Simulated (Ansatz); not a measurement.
# C2H7Ga: the cost of one run

Method: RKS PBE0-D4/def2-mTZVP, in Ansatz 0.2.0.

1 further run of the same task is left out (it didn't finish).

## (1) The system as given

Bond lengths: Ga1–H2 1.770 Å, Ga1–H3 1.770 Å, Ga1–C4 1.980 Å, C4–H5 1.110 Å, C4–H6 1.110 Å, C4–C7 1.520 Å, C7–H8 1.110 Å, C7–H9 1.110 Å, C7–H10 1.110 Å. Angles (14 of 15 angles, heavy atoms first): Ga1–C4–C7 109.5°, H2–Ga1–C4 163.4°, H3–Ga1–C4 163.4°, Ga1–C4–H5 109.5°, Ga1–C4–H6 109.5°, H5–C4–C7 109.4°, H6–C4–C7 109.4°, C4–C7–H8 109.5°, C4–C7–H9 109.5°, C4–C7–H10 109.5°, H2–Ga1–H3 33.2°, H5–C4–H6 109.4°, H8–C7–H9 109.4°, H8–C7–H10 109.4°.

Structure file:

```xyz
10

Ga    0.0000    0.0000    0.0000
H     1.2166    0.0000    1.2856
H     1.7216    0.0000    0.4109
C    -1.7147    0.0000   -0.9900
H    -2.2748   -0.9305   -0.7608
H    -2.3188    0.8797   -0.6846
C    -1.4385    0.0696   -2.4831
H    -2.3553   -0.2101   -3.0429
H    -1.1392    1.1028   -2.7568
H    -0.6190   -0.6331   -2.7415
```

## (2) Pulling towards end A

Springs on the bonds that form and break draw the guess towards this end; the thresholds are loose.

Contents of input.yaml:

```yaml
crystal:
  periodic: [false, false, false]
  atoms:
    - { symbol: Ga, position_ang: [0.0, 0.0, 0.0] }
    - { symbol: H, position_ang: [1.2166, 0.0, 1.2856] }
    - { symbol: H, position_ang: [1.7216, 0.0, 0.4109] }
    - { symbol: C, position_ang: [-1.7147, 0.0, -0.99] }
    - { symbol: H, position_ang: [-2.2748, -0.9305, -0.7608] }
    - { symbol: H, position_ang: [-2.3188, 0.8797, -0.6846] }
    - { symbol: C, position_ang: [-1.4385, 0.0696, -2.4831] }
    - { symbol: H, position_ang: [-2.3553, -0.2101, -3.0429] }
    - { symbol: H, position_ang: [-1.1392, 1.1028, -2.7568] }
    - { symbol: H, position_ang: [-0.619, -0.6331, -2.7415] }
basis:
  gaussian: { orbitals: def2-mTZVP }
hamiltonian:
  xc: pbe0
  dispersion: d4
relax:
  f_tol: 0.15
  max_steps: 25
  restrain:
    - { distance: [1, 2], at: 1.86, k: 30.0 }
    - { distance: [0, 1], at: 1.57, k: 30.0 }
    - { distance: [0, 2], at: 1.57, k: 30.0 }
output:
  orbitals: {}
```

Launch:

```bash
$ ansatz run input.yaml --threads 2 --pin off --max-ram 3072MiB --backend cpu --events-out ev --progress --plain --runs-dir out
```

What time and memory should one allow on 2 threads of Arm Neoverse V1, shared host?

About 14 s, with a peak of 0.2 GiB.
